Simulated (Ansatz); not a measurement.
# C3H7AlO: basis-set convergence

The task here is to estimate one member of a computed series from the others.

The runs use Ansatz 0.2.0, Gaussian basis; one geometry, several basis sets.

Levels to be run: PBE0-D4/def2-SVP; ωB97M-V/def2-SVP; PBE0-D4/def2-QZVPP; ωB97M-V/def2-QZVPP; the functionals' def2-TZVPP values are taken from earlier runs.

### The relaxed structure

The geometry comes from an earlier relaxation with PBE0-D4 in a triple-zeta def2 set; it is a stationary point, not always the lowest conformer.

SMILES `C[C]1(C)[O][AlH]1`, 12 atoms, charge 0, spin multiplicity 1.

Atoms are counted from 1 here; the program's logs count them from 0.

Bond lengths: C1–C2 1.504 Å, C1–H6 1.093 Å, C1–H7 1.099 Å, C1–H8 1.092 Å, C2–C3 1.504 Å, C2–O4 1.489 Å, C2–Al5 1.904 Å, C3–H9 1.093 Å, C3–H10 1.092 Å, C3–H11 1.099 Å, O4–Al5 1.708 Å, Al5–H12 1.573 Å. Angles: C2–C1–H6 110.8°, C2–C1–H7 109.8°, C2–C1–H8 112.4°, H6–C1–H7 108.0°, H6–C1–H8 108.1°, H7–C1–H8 107.6°, C1–C2–C3 112.5°, C1–C2–O4 111.5°, C1–C2–Al5 123.2°, C3–C2–O4 111.5°, C3–C2–Al5 123.2°, O4–C2–Al5 58.9°, C2–C3–H9 110.8°, C2–C3–H10 112.4°, C2–C3–H11 109.8°, H9–C3–H10 108.1°, H9–C3–H11 108.0°, H10–C3–H11 107.6° and more.

The first run:

Contents of in.yaml:

```yaml
crystal:
  periodic: [false, false, false]
  atoms:
    - {symbol: C, position_ang: [-1.305194, -0.512977, 0.238039]}
    - {symbol: C, position_ang: [0.021038, 0.130951, -0.061229]}
    - {symbol: C, position_ang: [1.182848, -0.699509, 0.411721]}
    - {symbol: O, position_ang: [0.147408, 0.472502, -1.504770]}
    - {symbol: Al, position_ang: [0.196182, 1.939452, -0.630984]}
    - {symbol: H, position_ang: [-1.442403, -0.635321, 1.315589]}
    - {symbol: H, position_ang: [-1.347852, -1.508874, -0.224445]}
    - {symbol: H, position_ang: [-2.145997, 0.067033, -0.147864]}
    - {symbol: H, position_ang: [1.150298, -0.829513, 1.496592]}
    - {symbol: H, position_ang: [2.145581, -0.254831, 0.151547]}
    - {symbol: H, position_ang: [1.140654, -1.695526, -0.050556]}
    - {symbol: H, position_ang: [0.334536, 3.471514, -0.959640]}
basis:
  gaussian: {orbitals: def2-SVP}
hamiltonian: {xc: pbe0, dispersion: d4}
output: {orbitals: {seedname: orbitals}}
```

Among the steps run: PBE0-D4 in def2-SVP; ωB97M-V in def2-SVP; PBE0-D4 in def2-QZVPP; ωB97M-V in def2-QZVPP.

One table of the session follows, with a row left open; its other results are not shown here.

It belongs to the step «Density functionals: the series». 

| functional | basis | HOMO (eV) |
| --- | --- | --- |
| PBE0-D4 | def2-SVP | -6.02 |
| PBE0-D4 | def2-TZVPP | -6.07 |
| PBE0-D4 | def2-QZVPP | -6.10 |
| ωB97M-V | def2-SVP | -8.15 |
| ωB97M-V | def2-TZVPP | -8.23 |
| ωB97M-V | def2-QZVPP | ? |

Q: Estimate the row for ωB97M-V, def2-QZVPP from the others.

The run gave: HOMO (eV): -8.26. In the column «HOMO (eV)» it is the lowest.
